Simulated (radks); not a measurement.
# Co⁺ in [Ar] 3d8: an all-electron calculation

The task here is to estimate one member of a computed series from the others.

Program: radks (a radial shooting solver on a logarithmic mesh, Libxc functionals) version 1. Level of theory: scalar-relativistic Kohn-Sham, r2SCAN, spin-unpolarised, spherical densities, finite nucleus. These are calculated values, not measurements, unless marked.

### The atom as given

```
element            : cobalt (Z = 27)
charge             : +1
electrons          : 26
configuration      : [Ar] 3d8
nuclear rms radius : 3.7875 fm
```

Outer shells as boxes (Hund's rule):

Co⁺
```
[Ar] core
3d [↑↓][↑↓][↑↓][↑ ][↑ ]
```

Set-up of the first run:

The run's settings:

```text
Z 27
configuration [Ar] 3d8 4s0 4p0 4d0 4f0
relativity scalar-relativistic
functional r2scan,r2scan
spin unpolarised
nucleus finite rms 3.7875 fm
c 137.035999084
```

One table of the session follows, with a row left open; its other results are not shown here.

It belongs to the step «Orbitals and density». From the orbitals of this run (lengths in bohr):

```
level      <r>  outermost maximum (interpolated)  90 % within  nodes
   1s  0.05620                            0.0368        0.100      0
   2s   0.2549                             0.213        0.395      1
   2p   0.2248                             0.172        0.368      0
   3s   0.7778                             0.669         1.17      2
   3p   0.8242                             0.681         1.27      1
   3d    1.131                             0.683         2.03      0
   4s    2.771                              2.31         4.18      3
   4p        ?                                 ?            ?      ?
```

Q: Estimate the row for 4p from the others.

The run gave: <r>: 3.670; outermost maximum (interpolated): 2.99; 90 % within: 5.62; nodes: 2. In the column «<r>» it is the highest.

Limits of these values: Spin polarisation and multiplet splitting are left out.
